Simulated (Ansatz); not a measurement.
**C₃H₇AlO₂: one species, many methods**

Aim: compute C₃H₇AlO₂ with functionals from several rungs and with coupled cluster. The yardstick is the atomisation energy at the CCSD(T) limit.

Method: functionals in def2-TZVPP, the program's frozen cores in correlated methods; program: Ansatz 0.2.0, Gaussian basis.

Plan: PBE-D4, r2SCAN-D4, PBE0-D4, B3LYP-D4, ωB97X-V, ωB97M-V, B2PLYP; CCSD(T)/def2-TZVPP; MP2/def2-QZVPP; extrapolation to the limit.

## 1. Structure used throughout

All runs share one geometry, relaxed beforehand with PBE0-D4 in a triple-zeta def2 set.

SMILES `O/C=C(/O)[CH2][AlH2]`, 13 atoms, charge 0, spin multiplicity 1.

Atoms are counted from 1 here; the program's logs count them from 0.

Bond lengths: O1–C2 1.381 Å, O1–H7 0.961 Å, C2–C3 1.377 Å, C2–H8 1.086 Å, C3–O4 1.347 Å, C3–C5 1.453 Å, O4–H9 0.963 Å, C5–Al6 2.039 Å, C5–H10 1.087 Å, C5–H11 1.086 Å, Al6–H12 1.587 Å, Al6–H13 1.586 Å. Angles: C2–O1–H7 109.5°, O1–C2–C3 117.4°, O1–C2–H8 118.3°, C3–C2–H8 119.8°, C2–C3–O4 116.3°, C2–C3–C5 121.2°, O4–C3–C5 120.4°, C3–O4–H9 109.2°, C3–C5–Al6 76.4°, C3–C5–H10 114.0°, C3–C5–H11 115.4°, Al6–C5–H10 108.2°, Al6–C5–H11 124.7°, H10–C5–H11 113.2°, C5–Al6–H12 114.5°, C5–Al6–H13 119.1°, H12–Al6–H13 124.8°.

## 2. PBE-D4 (GGA)

File in.yaml:

```yaml
crystal:
  periodic: [false, false, false]
  atoms:
    - {symbol: O, position_ang: [-1.131679, 1.629366, 0.478047]}
    - {symbol: C, position_ang: [-1.228816, 0.339456, -0.006903]}
    - {symbol: C, position_ang: [-0.210382, -0.111149, -0.817143]}
    - {symbol: O, position_ang: [-0.477498, -1.201766, -1.560416]}
    - {symbol: C, position_ang: [1.161297, 0.325084, -0.615885]}
    - {symbol: Al, position_ang: [0.661599, -0.528166, 1.166957]}
    - {symbol: H, position_ang: [-1.353815, 1.638236, 1.413358]}
    - {symbol: H, position_ang: [-2.214057, -0.111884, -0.076982]}
    - {symbol: H, position_ang: [0.351066, -1.607923, -1.834654]}
    - {symbol: H, position_ang: [1.267050, 1.395471, -0.462241]}
    - {symbol: H, position_ang: [1.886997, -0.081114, -1.314008]}
    - {symbol: H, position_ang: [0.769450, -2.110869, 1.190751]}
    - {symbol: H, position_ang: [0.539187, 0.390457, 2.453918]}
basis:
  gaussian: {orbitals: def2-TZVPP}
hamiltonian: {xc: pbe, dispersion: d4}
output: {forces: true, orbitals: {seedname: orbitals}}
```

Started as:

```bash
> ansatz run in.yaml --threads 4 --pin off --events-out ev --progress --plain --max-ram 10444MiB
```

After this run come: r2SCAN-D4 (meta-GGA); PBE0-D4 (hybrid); B3LYP-D4 (hybrid); ωB97X-V (range-separated); ωB97M-V (range-separated); B2PLYP (double hybrid); CCSD(T) in def2-TZVPP; MP2 in def2-QZVPP.

**Question.** What will the summary of the whole plan be? Wanted: atomisation energy, CCSD(T)/CBS; farthest; mean size of error, hybrid; mean size of error, range-separated; gap, smallest and largest; T1 diagnostic; triples share of the correlation energy.

As calculated:

| quantity | value |
| --- | --- |
| atomisation energy, CCSD(T)/CBS | 1166.4 kcal/mol |
| functionals within 5.8 kcal/mol (0.5 %) | PBE0-D4, B3LYP-D4, ωB97X-V, ωB97M-V |
| farthest | PBE-D4 (+32.9 kcal/mol) |
| mean size of error, hybrid | 4.0 kcal/mol |
| mean size of error, range-separated | 3.6 kcal/mol |
| gap, smallest and largest | 4.21 eV (PBE-D4), 10.47 eV (ωB97X-V) |
| T1 diagnostic | 0.0130 |
| triples share of the correlation energy | 4.1 % |

In words: PBE-D4 misses by +32.9 kcal/mol. Double hybrids carry the basis error of their MP2 part in triple zeta, and no dispersion term here, so their miss is partly the set-up's. The reference freezes the cores and leaves out relativity and excitations past (T), so misses under about 5.8 kcal/mol can't be ranked. Hartree-Fock recovers 70 % of the binding; the rest is correlation. Orbital gaps span 4.2 to 10.5 eV; exact exchange widens them.
